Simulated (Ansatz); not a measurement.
# C₂H₁₀AlNSi: small, medium and large basis sets

Aim: see how fast density functionals converge with the basis set for C₂H₁₀AlNSi.

Computed with Ansatz 0.2.0, Gaussian basis. Level: one geometry, several basis sets.

Plan: PBE0-D4/def2-SVP; ωB97M-V/def2-SVP; PBE0-D4/def2-QZVPP; ωB97M-V/def2-QZVPP; the functionals' def2-TZVPP values are taken from earlier runs.

**1. The relaxed structure**

The geometry comes from an earlier relaxation with PBE0-D4 in a triple-zeta def2 set; it is a stationary point, not always the lowest conformer.

15 atoms, charge 0, spin multiplicity 1.

Atoms are counted from 1 here; the program's logs count them from 0.

Bond lengths: C1–Al2 1.960 Å, C1–H6 1.095 Å, C1–H7 1.094 Å, C1–H8 1.095 Å, Al2–Si3 2.453 Å, Al2–C4 1.956 Å, Al2–N5 2.006 Å, Si3–H9 1.498 Å, Si3–H10 1.495 Å, Si3–H11 1.494 Å, C4–N5 1.523 Å, C4–H12 1.088 Å, C4–H13 1.087 Å, N5–H14 1.010 Å, N5–H15 1.011 Å. Angles: Al2–C1–H6 112.0°, Al2–C1–H7 111.9°, Al2–C1–H8 111.0°, H6–C1–H7 107.8°, H6–C1–H8 107.0°, H7–C1–H8 106.8°, C1–Al2–Si3 124.9°, C1–Al2–C4 119.7°, C1–Al2–N5 112.8°, Si3–Al2–C4 115.2°, Si3–Al2–N5 107.8°, C4–Al2–N5 45.2°, Al2–Si3–H9 110.8°, Al2–Si3–H10 114.5°, Al2–Si3–H11 113.5°, H9–Si3–H10 105.8°, H9–Si3–H11 105.7°, H10–Si3–H11 105.9° and more.

**2. PBE0-D4 in def2-SVP**

in.yaml

```yaml
crystal:
  periodic: [false, false, false]
  atoms:
    - {symbol: C, position_ang: [-1.773155, 0.357686, 1.302333]}
    - {symbol: Al, position_ang: [-0.133956, -0.115781, 0.338196]}
    - {symbol: Si, position_ang: [2.102404, 0.743029, 0.866181]}
    - {symbol: C, position_ang: [-0.198079, -1.458471, -1.082967]}
    - {symbol: N, position_ang: [-0.357949, -0.056121, -1.654534]}
    - {symbol: H, position_ang: [-2.669906, 0.008104, 0.781172]}
    - {symbol: H, position_ang: [-1.867130, 1.438511, 1.442662]}
    - {symbol: H, position_ang: [-1.785909, -0.093768, 2.299611]}
    - {symbol: H, position_ang: [3.008867, 0.632219, -0.321441]}
    - {symbol: H, position_ang: [2.134129, 2.181984, 1.268999]}
    - {symbol: H, position_ang: [2.784109, -0.004991, 1.965475]}
    - {symbol: H, position_ang: [-1.091546, -2.047535, -1.277740]}
    - {symbol: H, position_ang: [0.674599, -1.949949, -1.504619]}
    - {symbol: H, position_ang: [0.392880, 0.216315, -2.273296]}
    - {symbol: H, position_ang: [-1.241260, 0.098069, -2.120632]}
basis:
  gaussian: {orbitals: def2-SVP}
hamiltonian: {xc: pbe0, dispersion: d4}
output: {orbitals: {seedname: orbitals}}
```

Command:

```console
$ ansatz run in.yaml --threads 4 --pin off --events-out ev --progress --plain --max-ram 10444MiB
```

The runs that follow: ωB97M-V in def2-SVP; PBE0-D4 in def2-QZVPP; ωB97M-V in def2-QZVPP.

Q: Predict the results of all the runs planned. Wanted: PBE0-D4: double and triple zeta above quadruple; ωB97M-V: double and triple zeta above quadruple.

As calculated:

| quantity | value |
| --- | --- |
| PBE0-D4: double and triple zeta above quadruple | 9.94, 0.68 eV |
| ωB97M-V: double and triple zeta above quadruple | 10.16, 0.66 eV |

What this shows: For PBE0-D4 the step from double to triple zeta gains 9.26 eV and the next only 0.68 eV. Total energies overstate the basis error of differences, where much of it tends to cancel. The LUMO of ωB97M-V is positive and keeps falling with the basis (1.86 to 0.92 eV): an unbound level that the basis holds in place.
